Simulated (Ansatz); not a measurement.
Working through cell relaxations under several functionals of Te, space group R-3m

Program: Ansatz 0.2.0 through its Python package.

Notebook, run cell by cell (the value of a cell's last expression is shown):

**Cell 1**
```python
import warnings

import ansatz as az
import numpy as np
```

**Cell 2**
```python
KMESH = (9, 9, 9)
CUTOFF = 380
OCCUPATIONS = "Marzari-Vanderbilt"
WIDTH_EV = 0.02
FMAX = 0.1
```

**Cell 3**
```python
def edges_and_angles(cell):
    cell = np.asarray(cell)
    a, b, c = np.linalg.norm(cell, axis=1)
    cosines = cell[1] @ cell[2] / (b * c), cell[0] @ cell[2] / (a * c), cell[0] @ cell[1] / (a * b)
    return (a, b, c, *np.degrees(np.arccos(cosines)))
```

**Cell 4**
```python
warnings.simplefilter("ignore", az.DeckWarning)
```

**Cell 5**
```python
structure = (
    az.Lattice.of((2.305904, 1.331314, 1.690954), (-2.305904, 1.331314, 1.690954), (0.0, -2.662629, 1.690954))
    .atom("Te", (0.5, 0.5, 0.5))
)
```

**Cell 6**
```python
[site.symbol for site in structure.resolved().sites]
```
Output:
```text
['Te']
```

**Cell 7**
```python
model = (
    structure.calculation()
    .mixing("broyden", preconditioner="local_kerker")
    .kpoints(mesh=KMESH, center="monkhorst-pack")
    .basis(CUTOFF)
    .occupations(OCCUPATIONS, width=WIDTH_EV)
    .relax(cell=True, force_tolerance=FMAX)
)
```

**Cell 8**
```python
levels = [("pbesol", "d3bj"), ("lda", "none"), ("pbesol", "none")]
print("level            a       b       c    alpha   beta  gamma  V/atom  steps")
for name, dispersion in levels:
    seen = []
    run = model.functional(name, dispersion=dispersion).session().plan()
    outcome = run.execute(on_event=lambda e: seen.append(e) if e["event"] == "relax_step" else None)
    cell = outcome.lattice.cell_ang
    label = name if dispersion == "none" else f"{name}+{dispersion}"
    print("{:13s} {:7.4f} {:7.4f} {:7.4f} {:6.2f} {:6.2f} {:6.2f}".format(label, *edges_and_angles(cell)), f"{abs(np.linalg.det(cell)) / len(outcome.lattice.sites):7.3f} {len(seen):5d}")
```
Output:
```text
level            a       b       c    alpha   beta  gamma  V/atom  steps
pbesol+d3bj    3.1099  3.1099  3.1099  95.20  95.20  95.20  29.681     6
lda            3.1325  3.1325  3.1325  94.44  94.44  94.44  30.447     6
pbesol         3.1517  3.1517  3.1517  94.37  94.37  94.37  31.017     5
```

From smallest to largest: PBEsol+D3BJ (29.68 Å³ an atom, -4.7 % against the start), LDA (30.45 Å³ an atom, -2.2 % against the start) and PBEsol (31.02 Å³ an atom, -0.4 % against the start). The spread is 4.5 % in volume.

The settings weren't tested for convergence. The cutoff lies under the one recommended for these potentials. Dispersion corrections can be off by several per cent in the lattices of metals, and by several GPa in the pressure at a fixed cell. The mesh is modest for a metal, so energies can be off by several to tens of meV an atom and pressures by half a GPa or more; differences at equal mesh fare better. Edges and angles are those of the cell as typed, here a primitive one, not of the conventional cell. This isn't the structure that Te takes at ambient conditions. The script silences the warnings on its input, which a real study should read. The whole script took 15 s on 1 thread of AMD EPYC 7B13 (Zen 3), with other jobs on the host, peak memory 0.43 GiB.

(Lines on the test bed's own set-up are left out of the output.)
